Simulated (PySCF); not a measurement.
# MoO2⁻ (quartet): changing the method

Starting from one script, swap the method and compare what comes out for MoO2⁻ (quartet).

Program: PySCF 2.14.0. Level of theory: method and basis as typed in the scripts. These are calculated values, not measurements.

3 further runs of the same task are left out: 3 that didn't finish.

### Step 1. The system as given

MoO2⁻ (quartet): 3 atoms, charge -1, spin multiplicity 4.

Bond lengths: Mo1–O2 1.758 Å, Mo1–O3 1.758 Å. Angles: O2–Mo1–O3 129.9°.

Coordinates:

```xyz
3
MoO2
Mo    0.00000    0.00000   -0.18290
O     1.59270    0.00000    0.56170
O    -1.59270    0.00000    0.56170
```

### Step 2. The run that the others are compared with

The input, input.py:

```python
from pyscf import gto, scf, mp

mol = gto.M(
    atom='Mo 0 0 -0.1829; O 1.5927 0 0.5617; O -1.5927 0 0.5617',
    basis='lanl2dz',
    ecp={'Mo': 'lanl2dz'},
    charge=-1,
    spin=3,
    verbose=4,
)
mf = scf.UHF(mol)
mf.kernel()
mp.MP2(mf, frozen=2).kernel()
mf.dip_moment()
print('orbital energies (hartree):', [e[max(0, n-3):n+3].round(4) for e, n in zip(mf.mo_energy, mol.nelec)])
```

Command:

```console
$ OMP_NUM_THREADS=1 python input.py
```

### Step 3. Scan (UKS)

Variant 1 changes functional: none (Hartree–Fock) → scan; SCF type: UHF → UKS; step after the SCF: mp2 → analyze.

Changes to input.py since step 2:

```diff
@@ -1,2 +1,2 @@
-from pyscf import gto, scf, mp
+from pyscf import gto, dft
 
@@ -10,5 +10,5 @@
 )
-mf = scf.UHF(mol)
+mf = dft.UKS(mol, xc='scan')
 mf.kernel()
-mp.MP2(mf, frozen=2).kernel()
+mf.mulliken_pop()
 mf.dip_moment()
```

### Step 4. Pbe0 (UKS)

Variant 2 changes functional: none (Hartree–Fock) → pbe0; SCF type: UHF → UKS; step after the SCF: mp2 → analyze.

Changes to input.py since step 2:

```diff
@@ -1,2 +1,2 @@
-from pyscf import gto, scf, mp
+from pyscf import gto, dft
 
@@ -10,5 +10,5 @@
 )
-mf = scf.UHF(mol)
+mf = dft.UKS(mol, xc='pbe0')
 mf.kernel()
-mp.MP2(mf, frozen=2).kernel()
+mf.mulliken_pop()
 mf.dip_moment()
```

### Step 5. Frozen orbitals 3

Variant 3 changes frozen orbitals: 2 → 3.

Changes to input.py since step 2:

```diff
@@ -12,3 +12,3 @@
 mf.kernel()
-mp.MP2(mf, frozen=2).kernel()
+mp.MP2(mf, frozen=3).kernel()
 mf.dip_moment()
```

What does the calculation give? Wanted: for each run, E(SCF); from base; gap, α spin; after the SCF.

**Answer**, as computed:

| run | E(SCF) (hartree) | from base (eV) | cycles | gap, α spin (eV) | after the SCF |
| --- | --- | --- | --- | --- | --- |
| base | -216.599079 | 0 | 20 | 8.44 | MP2 correlation -12.499 eV, core frozen |
| scan (UKS) | -218.016436 | not comparable | 15 | 2.35 | n/a |
| pbe0 (UKS) | -217.852402 | not comparable | 16 | 4.16 | n/a |
| frozen orbitals 3 | -216.599079 | 0.0000 | 20 | 8.44 | MP2 correlation -12.340 eV, core frozen |

The α-spin gap between the frontier levels is 2.3 eV with scan (0 % exact exchange) and 4.2 eV with pbe0 (25 %): exact exchange opens it. Total energies of different functionals can't be compared with each other; differences within one functional can. The dearest run is “scan (UKS)”, at 9.2 s against 1.6 s.
